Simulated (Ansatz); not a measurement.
# Al2C: the cost of one run

Method: DFT PBE, scalar-relativistic, plane waves, PAW, in Ansatz 0.2.0.

5 further runs of the same task are left out: 5 set aside as unsound or not needed.

## (1) The starting structure

It takes space group I4/mmm (No. 139, tetragonal). The conventional cell has a = 3.093 Å, b = 3.093 Å, c = 7.588 Å, α = 90.00°, β = 90.00°, γ = 90.00°. Al (site symmetry 4mm) has 5 Al at 2.50 to 2.54 Å and 5 C at 2.52 to 2.54 Å as nearest neighbours. C (site symmetry 4/mmm) is surrounded by 10 Al at 2.52 to 2.54 Å.

As a file:

```xyz
3
Lattice="-1.5466 1.5466 3.7941 1.5466 -1.5466 3.7941 1.5466 1.5466 -3.7941" Properties=species:S:1:pos:R:3 pbc="T T T"
Al    0.0000    0.0000    5.0462
Al    0.0000    0.0000    2.5421
C     0.0000    0.0000    0.0000
```

This is candidate A: MoSi2 (C11b) type (I4/mmm, No. 139).

(A quick probe on a coarse mesh, which set the mesh and smearing, is not shown.)

## (3) Coarse relaxation (candidate A)

input.yaml reads:

```yaml
crystal:
  lattice:
    - [-1.546645033, 1.546645033, 3.7941135966]
    - [1.546645033, -1.546645033, 3.7941135966]
    - [1.546645033, 1.546645033, -3.7941135966]
  atoms:
    - { symbol: Al, position: [0.665, 0.665, 0.0] }
    - { symbol: Al, position: [0.335, 0.335, 0.0] }
    - { symbol: C, position: [0.0, 0.0, 0.0] }
basis:
  ecutwfc: 420
kpoints:
  mp_grid: { grid: [8, 8, 8] }
hamiltonian:
  xc: pbe
scf:
  occupations: { method: gaussian, width: 0.1 }
  lower_state_search: "off"
output:
  forces: true
  stress: true
  eigenvalues: true
relax:
  adjacent_minimum: "off"
  f_tol: 0.04
  max_steps: 70
  cell: { stress_tol: 0.4 }
```

Launch:

```sh
$ ansatz run input.yaml --threads 1 --pin off --max-ram 2560MiB --backend cpu --events-out ev --progress --plain --runs-dir out
```

What time and memory should one allow on 1 thread of Arm Neoverse N1, shared host?

About 40 s, with a peak of 0.3 GiB.
